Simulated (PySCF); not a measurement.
# A gas-phase reaction: Cl2GeH2O + F2 → Cl2FGeHO + FH

Aim: the reaction energy of `[OH][GeH]([Cl])[Cl]` + `FF` → `[OH][Ge]([F])([Cl])[Cl]` + `F`.

Programs: PySCF 2.14.0. All values are calculated, for the isolated system unless a continuum is named. Atoms count from 0, parts from 1.

## 1. The system as given

Each species was relaxed by itself at PBE0-D3(BJ)/def2-SVPD.

## 2. Energies of the species: wB97M-D3(BJ)/def2-TZVPD

The job: settings as JSON, then the geometry in Å.

```
{"job": {"kind": "react", "xc": "wB97M-D3(BJ)", "basis": "def2-TZVPD"}, "charge": 0, "multiplicity": 1}
-1 Cl2GeH2O charge 0 multiplicity 1
O      1.489910    -0.228980     0.002420
Ge    -0.218390     0.082100     0.275270
Cl    -1.394400    -1.487890    -0.615870
Cl    -0.789610     1.908000    -0.715820
H      1.748930    -0.299620    -0.922420
H     -0.455250     0.166040     1.774390

-1 F2 charge 0 multiplicity 1
F      0.688980     0.000850     0.005850
F     -0.688980    -0.000850    -0.005850

+1 Cl2FGeHO charge 0 multiplicity 1
O     -1.208940    -0.755200    -0.217440
Ge     0.328500     0.044030    -0.010680
F      0.656410     0.217130     1.679630
Cl     0.350550     2.013180    -0.820120
Cl     1.815580    -1.182460    -0.879540
H     -1.942710    -0.337320     0.247260

+1 FH charge 0 multiplicity 1
F      0.459580     0.009190     0.019570
H     -0.459590    -0.009190    -0.019570
```

Method: wB97M-D3(BJ)/def2-TZVPD reaction energy of separated species, gas phase.

Run with:

```sh
OMP_NUM_THREADS=1 python cluster_run.py task.json out
```

One launch serves the whole session: the jobs run in the order shown.

**Question.** The jobs that follow are: PBE0-D3(BJ)/def2-TZVPD reaction energy of separated species, gas phase. Predict: reaction energy (wB97M-D3(BJ)/def2-TZVPD); ΔH, ΔG at 298 K (xTB thermal terms). Thermal terms come from harmonic xTB runs on each species.

The runs gave:

| quantity | value |
| --- | --- |
| reaction energy (wB97M-D3(BJ)/def2-TZVPD) | -140.5 kcal/mol |
| ΔH, ΔG at 298 K (xTB thermal terms) | -138.7, -138.4 kcal/mol |
| range of the reaction energy over the runs of this table | -140.5 to -139.6 kcal/mol |

**Reading.** The reaction is exothermic by 138.7 kcal/mol in the gas phase; dispersion gives +0.00, and xTB itself gave -104.4 for the electronic energy (xTB energies and thermal terms come from the earlier relaxation of each species, not shown). No barrier was sought. xTB and this level differ widely in the electronic energy, so what comes from xTB (the thermal terms above all) is less safe here. The reaction energy runs from -140.5 (wB97M-D3(BJ)/def2-TZVPD) to -139.6 kcal/mol (PBE0-D3(BJ)/def2-TZVPD).
